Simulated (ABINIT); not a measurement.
# SiF (R-3m) in ABINIT: optical spectrum with BLYP

Aim: the optical spectrum of SiF with BLYP.

Program: ABINIT 10.8.3 (patched build). These are calculated values, not measurements. Logs are shortened: lines on timing, memory, paths and dates and some standing lists are left out, and cuts for length are marked. The log counts tension as positive stress, the text compression.

## (1) The undisturbed crystal

The structure is trigonal, space group R-3m (No. 166). The conventional cell has a = 2.677 Å, b = 2.677 Å, c = 11.695 Å, α = 90.00°, β = 90.00°, γ = 120.00°. Around Si (site symmetry -3m) lie 6 F at 2.49 Å and 6 Si at 2.68 Å. Around F (site symmetry -3m) lie 6 Si at 2.49 Å and 6 F at 2.68 Å.

The cell was built by a generator and needn't be a form met in nature.

## (2) Optical spectrum, BLYP (volume scaled by 1.08)

run.abi reads:

```
ndtset 3

pp_dirpath "./"
pseudos "Si.upf, F.upf"

acell 4.3025328958 4.3025328958 4.3025322887 Angstrom
rprim
     0.3192036678     0.1842920683     0.9295942405
    -0.3192036678     0.1842920683     0.9295942405
     0.0000000000    -0.3685841887     0.9295943717
ntypat 2
znucl 14 9
natom 2
typat 1 2
chkprim 0
chksymtnons 0
tolsym 1.0e-6
xred
            1/2            1/2            1/2
            0.0            0.0            0.0

ecut 1142.878222 eV

ngkpt 12 12 12
nshiftk 1
shiftk 0.0 0.0 0.0
istwfk *1

ixc -106131

occopt 3
tsmear 0.00183747

nstep 80

iomode 3
prteig 0
prtebands 0

nband1 10
tolvrs1 1.0e-12
prtden1 1
prtwf1 0
kptopt1 1

iscf2 -3
getden2 1
nband2 18
nbdbuf2 4
tolwfr2 1.0e-12
nstep2 120
prtden2 0
kptopt2 1

optdriver3 8
wfk_task3 "wfk_optics_fullbz"
getwfk3 2
nband3 14
kptopt3 1
prtevk3 1
inclvkb3 2
```

optic.abi reads:

```
&FILES
 ddkfile_1 = 'runo_DS3_1_EVK.nc',
 ddkfile_2 = 'runo_DS3_2_EVK.nc',
 ddkfile_3 = 'runo_DS3_3_EVK.nc',
 wfkfile = 'runo_DS3_WFK.nc'
/
&PARAMETERS
 broadening = 0.007350,
 domega = 0.002,
 maxomega = 0.8,
 scissor = 0.000000,
 tolerance = 0.002
/
&COMPUTATIONS
 num_lin_comp = 2,
 lin_comp = 11,33,
 num_nonlin_comp = 0
/
```

Potentials or basis: PseudoDojo NC SR PBE v0.5 stringent.

Started as:

```
abinit run.abi > log 2>&1
optic optic.abi > optic.log 2>&1
```

run.abo:

```text
.Version 10.8.3 of ABINIT
 DATASET    1 : space group C2/m (# 12); Bravais mC (1-face-center monocl.)
================================================================================
 Values of the parameters that define the memory need for DATASET  1.
     intxc =       0    ionmov =       0      iscf =       7    lmnmax =       6
     lnmax =       6     mgfft =      48  mpssoang =       3    mqgrid =    3001
     natom =       2  nloc_mem =       1    nspden =       1   nspinor =       1
    nsppol =       1      nsym =       4    n1xccc =    2501    ntypat =       2
    occopt =       3   xclevel =       2
       mpw =        2320          nfft =      110592          nkpt =         476
================================================================================
================================================================================
[... 13 lines left out ...]
 DATASET    3 : space group C2/m (# 12); Bravais mC (1-face-center monocl.)
================================================================================
 Values of the parameters that define the memory need for DATASET  3.
     intxc =       0    ionmov =       0      iscf =       7    lmnmax =       6
     lnmax =       6     mgfft =      48  mpssoang =       3    mqgrid =    3001
     natom =       2  nloc_mem =       1    nspden =       1   nspinor =       1
    nsppol =       1      nsym =       4    n1xccc =    2501    ntypat =       2
    occopt =       3   xclevel =       2
       mpw =        2320          nfft =      110592          nkpt =         476
================================================================================
================================================================================

--------------------------------------------------------------------------------
------------- Echo of variables that govern the present computation ------------
--------------------------------------------------------------------------------
 -outvars: echo values of preprocessed input variables --------
            acell      8.1306088208E+00  8.1306088208E+00  8.1306076735E+00 Bohr
              amu      2.80855000E+01  1.89984032E+01
          chkprim           0
      chksymtnons           0
             ecut      4.20000000E+01 Hartree
           getden1          0
           getden2          1
           getden3          0
           getwfk1          0
           getwfk2          0
           getwfk3          2
             iscf1          7
             iscf2         -3
             iscf3          7
                       outvar_i_n : Printing only first  50 k-points.
              ixc     -106131
           jdtset        1    2    3
                       outvar_i_n : Printing only first  50 k-points.
         kptrlatt       12    0    0      0   12    0      0    0   12
          kptrlen      6.22876191E+01
            natom           2
            nband1         10
            nband2         18
            nband3         14
           nbdbuf1          0
           nbdbuf2          4
           nbdbuf3          0
           ndtset           3
            ngfft          48      48      48
             nkpt         476
            nstep1         80
            nstep2        120
            nstep3         80
             nsym           4
           ntypat           2
                       prtocc : prtvol=0, do not print more k-points.
                       prtocc : prtvol=0, do not print more k-points.
                       prtocc : prtvol=0, do not print more k-points.
           occopt           3
        optdriver1          0
        optdriver2          0
        optdriver3          8
           prtden1          1
           prtden2          0
           prtden3          1
        prtebands           0
           prteig           0
           prtevk1          0
           prtevk2          0
           prtevk3          1
            prtwf1          0
            prtwf2          1
            prtwf3          1
            rprim      3.1920366780E-01  1.8429206830E-01  9.2959424050E-01
                      -3.1920366780E-01  1.8429206830E-01  9.2959424050E-01
                       0.0000000000E+00 -3.6858418870E-01  9.2959437170E-01
          spgroup          12
           tolsym      1.00000000E-06
           tolvrs1     1.00000000E-12
           tolvrs2     0.00000000E+00
           tolvrs3     0.00000000E+00
           tolwfr1     0.00000000E+00
           tolwfr2     1.00000000E-12
           tolwfr3     0.00000000E+00
           tsmear      1.83747000E-03 Hartree
            typat      1  2
         wfk_task1          0
         wfk_task2          0
         wfk_task3          7
                       outvars : Printing only first  50 k-points.
           xangst      4.1262802120E-17 -1.9725156778E-10  5.9994146993E+00
                       0.0000000000E+00  0.0000000000E+00  0.0000000000E+00
            xcart      7.7975395194E-17 -3.7275144100E-10  1.1337250697E+01
                       0.0000000000E+00  0.0000000000E+00  0.0000000000E+00
             xred      5.0000000000E-01  5.0000000000E-01  5.0000000000E-01
                       0.0000000000E+00  0.0000000000E+00  0.0000000000E+00
            znucl       14.00000    9.00000

================================================================================
[... 168 lines left out ...]
== DATASET  2 ==================================================================

--- !DatasetInfo
iteration_state: {dtset: 2, }
dimensions: {natom: 2, nkpt: 476, mband: 18, nsppol: 1, nspinor: 1, nspden: 1, mpw: 2320, }
cutoff_energies: {ecut:  42.0, pawecutdg:  -1.0, }
electrons: {nelect:   1.10000000E+01, charge:   0.00000000E+00, occopt:   3.00000000E+00, tsmear:   1.83747000E-03, }
meta: {optdriver: 0, ionmov: 0, optcell: 0, iscf: -3, paral_kgb: 0, }
...

 mkfilename : getden/=0, take file _DEN from output of DATASET   1.

 Real(R)+Recip(G) space primitive vectors, cartesian coordinates (Bohr,Bohr^-1):
 R(1)=  2.5953202  1.4984067  7.5581671  G(1)=  0.1926545  0.1112293  0.0441024
 R(2)= -2.5953202  1.4984067  7.5581671  G(2)= -0.1926545  0.1112293  0.0441024
 R(3)=  0.0000000 -2.9968134  7.5581671  G(3)=  0.0000000 -0.2224585  0.0441024
 Unit cell volume ucvol=  1.7635525E+02 bohr^3
 Angles (23,13,12)=  3.72295085E+01  3.72295085E+01  3.72295459E+01 degrees

 getcut: wavevector=  0.0000  0.0000  0.0000  ngfft=  48  48  48
         ecut(hartree)=     42.000   => boxcut(ratio)=   2.02370
--------------------------------------------------------------------------------

================================================================================

--- !BeginCycle
iteration_state: {dtset: 2, }
solver: {iscf: -3, nstep: 120, nline: 4, wfoptalg: 0, }
tolerances: {tolwfr: 1.00E-12, }
...

     iter   Etot(hartree)      deltaE(h)  residm     vres2
 Non-SCF case, kpt    1 (  0.00000  0.00000  0.00000), residuals and eigenvalues=
  5.08E-13  7.25E-13  8.43E-13  3.83E-13  1.83E-13  7.51E-13  7.05E-13  3.65E-13
  3.26E-13  9.14E-13  3.68E-13  3.59E-13  1.73E-13  7.79E-13  3.21E-13  3.39E-11
  3.49E-07  4.28E-04
 -6.6767E-01 -1.9009E-01 -5.0412E-02  7.6576E-02  7.6576E-02  3.0884E-01
  4.7850E-01  5.6014E-01  5.6014E-01  6.5103E-01  6.5103E-01  8.4277E-01
  8.4277E-01  8.5761E-01  8.8760E-01  1.0316E+00  1.1581E+00  1.2393E+00
 prteigrs : prtvol=0 or 1, do not print more k-points.

--- !ResultsGS
iteration_state: {dtset: 2, }
comment   : Summary of ground state results
lattice_vectors:
- [  2.5953202,   1.4984067,   7.5581671, ]
- [ -2.5953202,   1.4984067,   7.5581671, ]
- [  0.0000000,  -2.9968134,   7.5581671, ]
lattice_lengths: [   8.13061,    8.13061,    8.13061, ]
lattice_angles: [ 37.230,  37.230,  37.230, ] # degrees, (23, 13, 12)
lattice_volume:   1.7635525E+02
convergence: {deltae:  0.000E+00, res2:  0.000E+00, residm:  9.996E-13, diffor:  0.000E+00, }
etotal    :  -2.88062765E+01
entropy   :   0.00000000E+00
fermie    :   1.93810084E-01
cartesian_stress_tensor: null
pressure_GPa: null
xred      :
- [  5.0000E-01,   5.0000E-01,   5.0000E-01, Si]
- [  0.0000E+00,   0.0000E+00,   0.0000E+00,  F]
cartesian_forces: null
force_length_stats: {min: null, max: null, mean: null, }
...

 Integrated electronic density in atomic spheres:
 ------------------------------------------------
 Atom  Sphere_radius  Integrated_density
    1        2.00000          1.52777960
    2        2.00000          6.96604130
================================================================================

 ----iterations are completed or convergence reached----

 Mean square residual over all n,k,spin=   42.711E-14; max=  99.963E-14
 reduced coordinates (array xred) for    2 atoms
       0.500000000000      0.500000000000      0.500000000000
       0.000000000000      0.000000000000      0.000000000000

 cartesian coordinates (angstrom) at end:
    1      0.00000000000000    -0.00000000019725     5.99941469931399
    2      0.00000000000000     0.00000000000000     0.00000000000000
 length scales=  8.130608820771  8.130608820771  8.130607673518 bohr
              =  4.302532895800  4.302532895800  4.302532288700 angstroms
 Eigenvalues (hartree) for nkpt= 476  k points:
 kpt#   1, nband= 18, wtk=  0.00058, kpt=  0.0000  0.0000  0.0000 (reduced coord)
  -0.66767   -0.19009   -0.05041    0.07658    0.07658    0.30884    0.47850    0.56014
   0.56014    0.65103    0.65103    0.84277    0.84277    0.85761    0.88760    1.03157
   1.15805    1.23934
      occupation numbers for kpt#   1
   2.00000    2.00000    2.00000    2.00000    2.00000    0.00000    0.00000    0.00000
   0.00000    0.00000    0.00000    0.00000    0.00000    0.00000    0.00000    0.00000
   0.00000    0.00000
 prteigrs : prtvol=0 or 1, do not print more k-points.

--- !EnergyTerms
iteration_state     : {dtset: 2, }
comment             : Components of total free energy in Hartree
kinetic             :  1.75031553291441E+01
hartree             :  8.88624575449266E+00
xc                  : -6.96107619846503E+00
Ewald energy        : -2.02678256644497E+01
psp_core            :  8.86926750512159E-01
local_psp           : -2.69143141600194E+01
non_local_psp       : -1.93929787232601E+00
internal            : -2.88061860611112E+01
'-kT*entropy'       : -9.06509276534017E-05
total_energy        : -2.88062767120388E+01
...

--- !EnergyTermsDC
iteration_state     : {dtset: 2, }
comment             : '"Double-counting" decomposition of free energy'
band_energy         : -1.18902015550739E+00
Ewald energy        : -2.02678256644497E+01
psp_core            :  8.86926750512159E-01
xc_dc               : -8.23626682448629E+00
internal            : -2.88061858939312E+01
'-kT*entropy'       : -9.06509276534017E-05
total_energy_dc     : -2.88062765448589E+01
...

================================================================================
== DATASET  3 ==================================================================

--- !DatasetInfo
iteration_state: {dtset: 3, }
dimensions: {natom: 2, nkpt: 476, mband: 14, nsppol: 1, nspinor: 1, nspden: 1, mpw: 2320, }
cutoff_energies: {ecut:  42.0, pawecutdg:  -1.0, }
electrons: {nelect:   1.10000000E+01, charge:   0.00000000E+00, occopt:   3.00000000E+00, tsmear:   1.83747000E-03, }
meta: {optdriver: 8, wfk_task: 7, }
...

 mkfilename : getwfk/=0, take file _WFK from output of DATASET   2.

--------------------------------------------------------------------------------

 Computation of velocity matrix elements (DDK)

 Parameters extracted from the Abinit header:
    ecut:     42.0
    nkpt:    1728
    mband:   18
    nsppol:  1
    nspinor: 1
    useylm:  0
    inclvkb: 2
    bmin: 1, bmax: 18
    Computing diagonal and off-diagonal matrix elements
    Between band index bmin: 1, bmax: 18

== END DATASET(S) ==============================================================
================================================================================

 -outvars: echo values of variables after computation  --------
            acell      8.1306088208E+00  8.1306088208E+00  8.1306076735E+00 Bohr
           etotal1    -2.8806276545E+01
           etotal2    -2.8806276545E+01
           etotal3     0.0000000000E+00
            fcart1    -0.0000000000E+00 -0.0000000000E+00 -0.0000000000E+00
                      -0.0000000000E+00 -0.0000000000E+00 -0.0000000000E+00
            fcart3     0.0000000000E+00  0.0000000000E+00  0.0000000000E+00
                       0.0000000000E+00  0.0000000000E+00  0.0000000000E+00
            rprim      3.1920366780E-01  1.8429206830E-01  9.2959424050E-01
                      -3.1920366780E-01  1.8429206830E-01  9.2959424050E-01
                       0.0000000000E+00 -3.6858418870E-01  9.2959437170E-01
           strten1    -8.6503495512E-05 -8.6504964832E-05  1.2734374708E-04
                       5.7802460780E-10  0.0000000000E+00  0.0000000000E+00
           strten3     0.0000000000E+00  0.0000000000E+00  0.0000000000E+00
                       0.0000000000E+00  0.0000000000E+00  0.0000000000E+00
           xangst      4.1262802120E-17 -1.9725156778E-10  5.9994146993E+00
                       0.0000000000E+00  0.0000000000E+00  0.0000000000E+00
             xred      5.0000000000E-01  5.0000000000E-01  5.0000000000E-01
                       0.0000000000E+00  0.0000000000E+00  0.0000000000E+00
 Calculation completed.
```

Run time: 12 min. Hardware: 1 thread of Intel Xeon 6975P-C (Granite Rapids), shared host; peak memory 1.2 GiB.

Results:

```
Free energy            : -783.8587 eV
Pressure               : 0.4 GPa
Band gap on the k mesh : none (metal or under the smearing width)
```

Dielectric function (mean over the directions given):
```csv
energy (eV),real part,imaginary part
0.33,18.08,16.62
1.31,-0.04,7.39
2.29,1.46,2.32
3.37,4.49,4.36
4.35,3.55,5.16
5.44,1.50,5.33
6.42,0.01,4.37
7.51,-0.45,2.68
8.49,-0.36,1.91
9.58,-0.03,1.95
10.56,-0.13,1.26
11.65,0.13,1.10
12.63,0.19,1.09
13.71,0.20,0.89
14.69,0.24,0.66
15.78,0.59,0.67
16.76,0.47,0.67
17.85,0.39,0.63
18.83,0.48,0.47
19.92,0.51,0.42
```

Caveat: the intraband (Drude) term is left out; spectra need much finer meshes, so this one isn't converged; independent-particle spectra lack excitons; the potentials were made for another functional, which shifts forces and pressure; an odd number of electrons without spin polarisation forces a metal; a magnetic or distorted state may lie lower.
